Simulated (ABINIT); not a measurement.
Crystal: ScRu3.

```
Ru Sc
1.0
     3.93844    0.00000    0.00000
     0.00000    3.93844    0.00000
     0.00000    0.00000    3.93844
Ru Sc
3 1
Direct
  0.50000 0.50000 0.00000
  0.50000 0.00000 0.50000
  0.00000 0.50000 0.50000
  0.00000 0.00000 0.00000
```

The cell comes from a database or a generator and needn't be the stable form of this composition.

| Item | Value |
| --- | --- |
| Program | ABINIT 10.8.3 (patched build) |
| Task | single point |
| Functional | PBE |
| Potentials or basis | JTH PAW PBE v2.0 |
| Cutoff | 408 eV |
| k mesh | 7 × 7 × 7 |
| Occupations | fermi-dirac, width 0.05 eV |
| Spin | no spin polarisation |

On this cell: pressure -1.8 GPa; largest force zero by symmetry; band gap on the k mesh none (metal or under the smearing width).

The same run follows on a disturbed copy (atoms moved at random, drawn with an rms of 0.05 Å):

```
CELL_PARAMETERS angstrom
3.93844 0.00000 0.00000
0.00000 3.93844 0.00000
0.00000 0.00000 3.93844
ATOMIC_POSITIONS crystal
Ru 0.50357 0.49425 0.99995
Ru 0.50100 0.00221 0.50060
Ru 0.99315 0.49689 0.48667
Sc 0.99950 0.00144 0.00776
```

Problem. What changes?

Solution. The energy (extrapolated to zero smearing) moves by +5.8 meV/atom; pressure -1.5 GPa; largest force 0.574 eV/Å; band gap on the k mesh none (metal or under the smearing width).

Forces on the atoms (eV/Å):
```
Ru  -0.126  0.174 -0.113
Ru  -0.081 -0.073  0.184
Ru   0.066  0.131  0.434
Sc   0.142 -0.232 -0.505
```

Stress tensor (GPa, compression positive):
```
-1.60  0.02  0.04
 0.02 -1.31  0.04
 0.04  0.04 -1.71
```
